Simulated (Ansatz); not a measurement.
**Ca (fcc type): how the settings move a single-point run**

Question: which choices in the input matter for Ca (fcc type)?

Method: reference: DFT, PBEsol, norm-conserving pseudopotentials, Ansatz's default files, scalar-relativistic, in Ansatz 0.2.0.

## Step 1: Starting point

Symmetry: Fm-3m, No. 225, cubic system. The conventional cell has a = 4.020 Å, b = 4.020 Å, c = 4.020 Å, α = 90.00°, β = 90.00°, γ = 90.00°. Around Ca (site symmetry m-3m) lie 12 Ca at 2.84 Å.

Coordinates:

```cif
data_structure
_symmetry_space_group_name_H-M 'P 1'
_symmetry_Int_Tables_number 1
_cell_length_a 2.8426
_cell_length_b 2.8426
_cell_length_c 2.8426
_cell_angle_alpha 60.000
_cell_angle_beta 60.000
_cell_angle_gamma 60.000
_cell_volume 16.24
loop_
_atom_site_label
_atom_site_type_symbol
_atom_site_fract_x
_atom_site_fract_y
_atom_site_fract_z
_atom_site_occupancy
Ca1 Ca 0.00000 0.00000 0.00000 1
```

## Step 2: Baseline

The input, input.yaml:

```yaml
crystal:
  lattice:
    - [0.0, 2.0099999175, 2.0099999175]
    - [2.0099999175, 0.0, 2.0099999175]
    - [2.0099999175, 2.0099999175, 0.0]
  atoms:
    - { symbol: Ca, position: [0.0, 0.0, 0.0] }
kpoints:
  mp_grid: { grid: [13, 13, 13] }
scf:
  occupations: { method: fermi_dirac, width: 0.05 }
hamiltonian:
  xc: pbesol
  pseudopotentials: { kind: nc }
output:
  forces: true
  stress: true
  eigenvalues: true
```

Run with:

```
ansatz run input.yaml --threads 1 --pin off --max-ram 2048MiB --backend cpu --events-out ev --progress --plain --runs-dir out
```

## Step 3: Changing settings: lower_state_search off

input.yaml: that of step 2 with these lines changed.

```diff
@@ -11,2 +11,3 @@
   occupations: { method: fermi_dirac, width: 0.05 }
+  lower_state_search: "off"
 hamiltonian:
```

Before running it: what results should come out? Wanted: for each run, ending; energy change; pressure; gap; force.

The runs gave:

| run | ending | energy change | pressure (GPa) | gap (eV) | force (eV/Å) | cycles | time |
| --- | --- | --- | --- | --- | --- | --- | --- |
| reference | converged | 0 | 56.1 | 0.00 | 0.00 | 7 | 2.4 s |
| 1: lower_state_search off | converged | 0.0 meV/atom | 56.1 | 0.00 | 0.00 | 7 | 2.4 s |

Residual by cycle in the longest SCF loop of each run; runs are numbered as in the table. The quantity is the density residual dr2, in eV.

| cycle | reference | run 1 |
| --- | --- | --- |
| 1 | 0.0254 | 0.0254 |
| 2 | 0.00475 | 0.00475 |
| 3 | 5.6e-5 | 5.6e-5 |
| 4 | 4.0e-5 | 4.0e-5 |
| 5 | 4.3e-6 | 4.3e-6 |
| 6 | 1.1e-7 | 1.1e-7 |
| 7 | 8.3e-10 | 8.3e-10 |

**Reading.** The changed input (search for lower states) leaves the energy the same to the digits printed. The structure is not at rest: the sound run finds 56 GPa, so these are no properties of the relaxed crystal. 
